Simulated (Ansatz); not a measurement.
# CH7BrO2Si2: up Jacob's ladder to CCSD(T)

One table from this session's results is given with a row withheld; the runs are named, their logs left out.

The runs use Ansatz 0.2.0, Gaussian basis; functionals in def2-TZVPP, the program's frozen cores in correlated methods.

Plan: PBE-D4, r2SCAN-D4, PBE0-D4, B3LYP-D4, ωB97X-V, ωB97M-V, B2PLYP; CCSD(T)/def2-TZVPP; MP2/def2-QZVPP; extrapolation to the limit.

## Structure used throughout

All runs share one geometry, relaxed beforehand with PBE0-D4 in a triple-zeta def2 set.

SMILES `CO[SiH](Br)O[SiH3]`, 13 atoms, charge 0, spin multiplicity 1.

Atoms are counted from 1 here; the program's logs count them from 0.

Bond lengths: C1–O2 1.412 Å, C1–H7 1.094 Å, C1–H8 1.095 Å, C1–H9 1.090 Å, O2–Si3 1.622 Å, Si3–Br4 2.225 Å, Si3–O5 1.609 Å, Si3–H10 1.473 Å, O5–Si6 1.646 Å, Si6–H11 1.483 Å, Si6–H12 1.484 Å, Si6–H13 1.482 Å. Angles: O2–C1–H7 111.0°, O2–C1–H8 111.3°, O2–C1–H9 107.9°, H7–C1–H8 108.9°, H7–C1–H9 109.0°, H8–C1–H9 108.7°, C1–O2–Si3 126.2°, O2–Si3–Br4 109.1°, O2–Si3–O5 108.1°, O2–Si3–H10 112.7°, Br4–Si3–O5 110.2°, Br4–Si3–H10 107.2°, O5–Si3–H10 109.6°, Si3–O5–Si6 143.7°, O5–Si6–H11 109.1°, O5–Si6–H12 110.2°, O5–Si6–H13 107.9°, H11–Si6–H12 109.8° and more.

The first run:

in.yaml

```yaml
crystal:
  periodic: [false, false, false]
  atoms:
    - {symbol: C, position_ang: [-0.749121, 1.031260, -2.124223]}
    - {symbol: O, position_ang: [-0.681004, 0.394923, -0.865665]}
    - {symbol: Si, position_ang: [0.221298, 0.865386, 0.396841]}
    - {symbol: Br, position_ang: [2.339337, 1.062750, -0.255438]}
    - {symbol: O, position_ang: [0.097173, -0.253826, 1.545960]}
    - {symbol: Si, position_ang: [0.283994, -1.858716, 1.861228]}
    - {symbol: H, position_ang: [0.232451, 1.051805, -2.606509]}
    - {symbol: H, position_ang: [-1.120820, 2.056866, -2.031871]}
    - {symbol: H, position_ang: [-1.439769, 0.464182, -2.748812]}
    - {symbol: H, position_ang: [-0.192573, 2.173003, 0.934880]}
    - {symbol: H, position_ang: [-1.036883, -2.527383, 1.772870]}
    - {symbol: H, position_ang: [1.222033, -2.468027, 0.885710]}
    - {symbol: H, position_ang: [0.823874, -1.992233, 3.235038]}
basis:
  gaussian: {orbitals: def2-TZVPP}
hamiltonian: {xc: pbe, dispersion: d4}
output: {forces: true, orbitals: {seedname: orbitals}}
```

Started as:

```
ansatz run in.yaml --threads 2 --pin off --events-out ev --progress --plain --max-ram 32768MiB --backend cuda --devices 0, --max-vram 18GiB
```

Steps of the session up to this table: PBE-D4 (GGA); r2SCAN-D4 (meta-GGA); PBE0-D4 (hybrid); B3LYP-D4 (hybrid); ωB97X-V (range-separated); ωB97M-V (range-separated); B2PLYP (double hybrid); CCSD(T) in def2-TZVPP; MP2 in def2-QZVPP.

One table of the session follows, with a row left open; its other results are not shown here.

| method | atomisation energy (kJ/mol) |
| --- | --- |
| PBE-D4 | 4732.2 |
| r2SCAN-D4 | 4727.9 |
| PBE0-D4 | 4672.8 |
| B3LYP-D4 | 4703.0 |
| ωB97X-V | 4740.9 |
| ωB97M-V | 4728.8 |
| B2PLYP | 4661.1 |
| HF/def2-TZVPP | 3504.6 |
| MP2/def2-TZVPP | 4688.7 |
| CCSD/def2-TZVPP | 4546.1 |
| CCSD(T)/def2-TZVPP | 4606.8 |
| MP2/CBS | 4829.2 |
| CCSD(T)/CBS | ? |

Q: Estimate the row for CCSD(T)/CBS from the others.

As computed: atomisation energy (kJ/mol): 4747.3. In the column «atomisation energy (kJ/mol)» it lies between ωB97X-V (4740.9) and MP2/CBS (4829.2).
